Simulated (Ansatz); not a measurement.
# AlGa5Sb6: the cost of one run

Computed with Ansatz 0.2.0 (DFT r2SCAN, scalar-relativistic, plane waves, PAW).

1 further run of the same task is left out (set aside as unsound or not needed). Runs told in other sessions of the task aren't counted.

## (1) The structure to begin with

The structure is tetragonal, space group P-4m2 (No. 115). The conventional cell has a = 4.398 Å, b = 4.398 Å, c = 18.631 Å, α = 90.00°, β = 90.00°, γ = 90.00°. Al (site symmetry -4m2) has 4 Sb at 2.69 Å in its first shell of neighbours. Ga (site symmetry 2mm) is surrounded by 4 Sb at 2.69 Å. Around Ga (site symmetry -4m2) lie 4 Sb at 2.69 Å. Around Sb (site symmetry 2mm) lie 4 Ga at 2.69 Å. Around Sb (site symmetry 2mm) lie 2 Al at 2.69 Å and 2 Ga at 2.69 Å.

Structure file:

```cif
data_structure
_symmetry_space_group_name_H-M 'P 1'
_symmetry_Int_Tables_number 1
_cell_length_a 4.3982
_cell_length_b 4.3982
_cell_length_c 18.6314
_cell_angle_alpha 90.000
_cell_angle_beta 90.000
_cell_angle_gamma 90.000
_cell_volume 360.41
loop_
_atom_site_label
_atom_site_type_symbol
_atom_site_fract_x
_atom_site_fract_y
_atom_site_fract_z
_atom_site_occupancy
Al1 Al 0.00000 0.00000 0.00000 1
Ga1 Ga 0.00000 0.00000 0.66656 1
Ga2 Ga 0.50000 0.50000 0.83303 1
Ga3 Ga 0.50000 0.50000 0.16697 1
Ga4 Ga 0.00000 0.00000 0.33344 1
Ga5 Ga 0.50000 0.50000 0.50000 1
Sb1 Sb 0.50000 0.00000 0.74980 1
Sb2 Sb 0.00000 0.50000 0.91654 1
Sb3 Sb 0.50000 0.00000 0.08346 1
Sb4 Sb 0.00000 0.50000 0.25020 1
Sb5 Sb 0.50000 0.00000 0.41672 1
Sb6 Sb 0.00000 0.50000 0.58328 1
```

The cell was relaxed beforehand at this level, from a generated guess; it needn't be the stable form of this composition. At a tolerance of 0.05 Å it has space group P-4m2 (No. 115); it has 30.03 Å³/atom, an uncorrected energy of -0.17 eV/atom over the elements and, on its mesh, gap none (metal).

## (2) The same geometry with r2SCAN

Contents of input.yaml:

```yaml
crystal:
  lattice:
    - [4.3982387, 0.0, 0.0]
    - [0.0, 4.3982387, 0.0]
    - [0.0, 0.0, 18.6313789]
  atoms:
    - { symbol: Al, position: [0.0, 0.0, 0.0] }
    - { symbol: Ga, position: [0.0, 0.0, 0.666562] }
    - { symbol: Ga, position: [0.5, 0.5, 0.833026] }
    - { symbol: Ga, position: [0.5, 0.5, 0.166974] }
    - { symbol: Ga, position: [0.0, 0.0, 0.333438] }
    - { symbol: Ga, position: [0.5, 0.5, 0.5] }
    - { symbol: Sb, position: [0.5, 0.0, 0.749803] }
    - { symbol: Sb, position: [0.0, 0.5, 0.916541] }
    - { symbol: Sb, position: [0.5, 0.0, 0.083459] }
    - { symbol: Sb, position: [0.0, 0.5, 0.250197] }
    - { symbol: Sb, position: [0.5, 0.0, 0.416721] }
    - { symbol: Sb, position: [0.0, 0.5, 0.583279] }
basis:
  ecutwfc: 500
kpoints:
  mp_grid: { grid: [8, 8, 2] }
  band_path:
    path:
      - [[0.0, 0.0, 0.0], [0.0, 0.5, 0.0], [0.5, 0.5, 0.0], [0.0, 0.0, 0.0], [0.0, 0.0, 0.5], [0.0, 0.5, 0.5], [0.5, 0.5, 0.5], [0.0, 0.0, 0.5]]
      - [[0.0, 0.5, 0.0], [0.0, 0.5, 0.5]]
      - [[0.5, 0.5, 0.0], [0.5, 0.5, 0.5]]
    npoints: 10
hamiltonian:
  xc: r2scan
scf:
  occupations: { method: gaussian, width: 0.1 }
  n_extra_bands: 30
output:
  forces: true
  stress: true
  eigenvalues: true
  populations: true
  dos: { projected: true, de: 0.02, nscf_kmesh: { grid: [10, 10, 3] } }
  bader: false
  write_density: true
  write_potential: true
  elf: true
  volumetric_format: npy
```

Launch:

```console
> ansatz run input.yaml --threads 4 --pin off --max-ram 8192MiB --backend cpu --events-out ev --progress --plain --runs-dir out
```

Q: Estimate wall time and peak memory on 4 threads of Intel Xeon 6975P-C (Granite Rapids), shared host.

About 1.8 min, with a peak of 3.8 GiB.
